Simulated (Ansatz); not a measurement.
Crystal: GdO.

```xyz
2
Lattice="0.0000 2.7000 2.7000 2.7000 0.0000 2.7000 2.7000 2.7000 0.0000" Properties=species:S:1:pos:R:3 pbc="T T T"
Gd    0.0000    0.0000    0.0000
O     4.0500    4.0500    4.0500
```

* Program: Ansatz 0.2.0
* Task: relaxation of cell and atoms
* Functional: HSEsol
* Potentials or basis: Ansatz PAW
* Cutoff: 420 eV (not typed: the program's choice for these potentials)
* k mesh: 5 × 5 × 5
* Occupations: fermi-dirac, width 0.05 eV
* Spin: collinear spin, ferromagnetic start
* Starting moments: [7.0, 0.0] μB

At the start: volume 19.68 Å³/atom.

Where does the relaxation end?

It ends after 7 steps and the volume is 18.79 Å³/atom (-4.5 %); space group F-43m (No. 216, to 0.05 Å); moment 7.98 μB per cell.

Step by step:
```
step  energy change (eV)  largest force (eV/Å)  volume (Å³)
   1              0.0000                0.0000        39.37
   2             -0.0162                0.0000        36.37
   3             -0.0300                0.0000        37.71
   4             -0.0302                0.0000        37.63
   5             -0.0281                0.0000        37.63
   6             -0.0282                0.0000        37.59
   7             -0.0282                0.0000        37.59
```

Final structure:
```xyz
2
Lattice="0.0000 2.6587 2.6587 2.6587 0.0000 2.6587 2.6587 2.6587 0.0000" Properties=species:S:1:pos:R:3 pbc="T T T"
Gd    0.0000    0.0000    0.0000
O     3.9880    3.9880    3.9880
```

Caveat: the k mesh is coarse (spacing up to 0.40 Å⁻¹), so the values aren't converged, least of all with exact exchange; the magnetic or orbital state may not be the lowest; the plane-wave basis is chosen anew once the cell has moved, so the energies of steps on either side of that aren't comparable; a cell with one magnetic atom can't hold antiferromagnetic order, which such compounds often take; the PAW data sets come from PBE, with cores solved anew for the run's functional, which leaves a small shift of forces and pressure.
